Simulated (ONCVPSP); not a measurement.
**Pseudopotential generation for carbon: ONCV, LDA (Perdew-Wang 92)**

Task: generate the file, and judge it by its errors in other configurations, its logarithmic derivatives, its ghosts and its cutoff.

The numbers are computed with ONCVPSP 4.0.1 (LDA (Perdew-Wang 92), scalar-relativistic, spin-unpolarised reference atom).

### Step 1. Settings

The settings as typed:

```json
{"element": "carbon (C, Z = 6)", "type": "optimised norm-conserving Vanderbilt (ONCV)", "frozen core": "[He]", "valence charge": "4", "reference configuration": "2s2 (charge +2)", "partial waves": "2s: rc 0.80 bohr, ncon 3, nbas 6, qcut 7 1/bohr, 2 projectors, debl 1.8 Ha; p scattering state at 0.03 Ha: rc 0.85 bohr, ncon 4, nbas 8, qcut 10.8 1/bohr, 2 projectors, debl 3.6 Ha", "local potential": "polynomial inside 0.55 bohr (lpopt 5, dvloc0 1 Ha)", "core correction": "Teter function, fcfact 4.25, rcfact 1.35"}
```

An earlier all-electron run gives the scale for the radii.

All-electron outer shells of the reference configuration (LDA (PZ), scalar-relativistic, ld1.x):

```
shell  level (eV)  outermost node (bohr)  outermost maximum (bohr)
   1s     -305.96                      –                      0.18
   2s      -40.17                   0.38                      1.13
   2p      -31.85                      –                      1.01
```

### Step 2. Generating the potential

C.dat

```
# ATOM AND REFERENCE CONFIGURATION
# atsym  z   nc   nv     iexc    psfile
  C 6.00    1    1  -001012      upf
#
#   n    l    f
    1    0    2.00
    2    0    2.00
#
# PSEUDOPOTENTIAL AND OPTIMIZATION
# lmax
    1
#
#   l,   rc,      ep,       ncon, nbas, qcut
    0    0.80    0.00    3    6    7.00
    1    0.85    0.03    4    8   10.80
#
# LOCAL POTENTIAL
# lloc, lpopt,  rc(5),   dvloc0
    4    5    0.55    1.00
#
# VANDERBILT-KLEINMAN-BYLANDER PROJECTORs
# l, nproj, debl
    0    2    1.80
    1    2    3.60
#
# MODEL CORE CHARGE
# icmod, fcfact, rcfact
    3    4.25    1.35
#
# LOG DERIVATIVE ANALYSIS
# epsh1, epsh2, depsh
   -3.00    5.00    0.02
#
# OUTPUT GRID
# rlmax, drl
    6.00    0.01
#
# TEST CONFIGURATIONS
# ncnf
    4
# nvcnf
#   n    l    f
    2
    2    0    2.00
    2    1    2.00
#
    2
    2    0    2.00
    2    1    1.00
#
    1
    2    0    1.00
#
    2
    2    0    2.00
    2    1    1.50
#
```

Started as:

```bash
$ oncvpsp.x < C.dat > C.out
```

Before running it: what results should come out? Wanted: cutoffs for 1 and 0.1 mHa per electron, occupied waves; bound ghosts; GHOST(+) flags; largest test error; largest phase difference near zero energy, channels read; rms error of d²Exc/dn², without and with the model core; projector energies reset by the program.

As calculated:

| quantity | value |
| --- | --- |
| cutoffs for 1 and 0.1 mHa per electron, occupied waves | 23 Ha and 224 Ha |
| bound ghosts | s at -9405.45 eV |
| GHOST(+) flags | s at 1826 eV, s at 3837 eV |
| largest test error (AE − PS) | +39 meV, for 2s1 |
| largest phase difference near zero energy, channels read | 0.000 rad |
| rms error of d²Exc/dn², without and with the model core | 6.46 and 1.68 mHa |
| projector energies reset by the program | p: 0.050, 3.650 Ha |

**Reading.** It has a bound ghost (s), a state that the atom doesn't have, and that rules the file out. The worst unpolarised test, 2s1, is off by 39 meV on 48.0 eV; by total energies transferability rates as fair. That test lies far up in energy; among those under 40 eV, nearer to bonding, the largest error is 15 meV. By its cutoff, 23 Ha for the looser tolerance, it is of middling hardness. The tighter tolerance needs 224 Ha, and converged work needs a cutoff nearer that. That counts occupied waves only; other projectors can need more. Near zero energy the phases of the channels with partial waves agree within 0.001 rad. The program also flags highly localised states, GHOST(+) (s). All of this concerns the isolated atom, not yet a solid.
